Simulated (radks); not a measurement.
# Ne³⁺ in [He] 2s1.5 2p3 3d0.5: an all-electron calculation

Aim: the levels, the sizes of the orbitals and the parts of the energy of the neon ion Ne3+.

Method: scalar-relativistic Kohn-Sham, BLYP, spin-polarised, spherical densities, point nucleus; open shells are filled with parallel spins first. Code: radks (a radial shooting solver on a logarithmic mesh, Libxc functionals) version 1.

## Step 1: The system

```
element       : neon (Z = 10)
charge        : +3
electrons     : 7
configuration : [He] 2s1.5 2p3 3d0.5
```

## Step 2: The calculation

The run's settings:

```text
Z 10
configuration [He] 2s1.5 2p3 3d0.5 3s0 3p0
relativity scalar-relativistic
functional b88,lyp
spin polarised
nucleus point
c 137.035999084
```

Command:

```
> python run_ks.py task.json out
```

All runs below come from this command, one after another.

**Question.** What will this run give?

The runs gave:

| quantity | value |
| --- | --- |
| total energy | -122.95435 hartree |
| exchange-correlation share of it | 8.53 % |
| −T/E | 1.0011 |
| highest occupied level | 3d up, -20.119 eV |
| most extended occupied level | 3d up, <r> = 2.49 bohr |
| radius at density 0.001 e/bohr³ | 3.18 bohr |
| maxima of the radial density | 2 |

**Reading.** The radial density shows 2 maxima for 3 occupied principal shells; where shells overlap, one shows as a shoulder or not at all. This is not the tabulated ground configuration, so its levels and sizes aren't those of the ground state, and no measured value stands beside it.
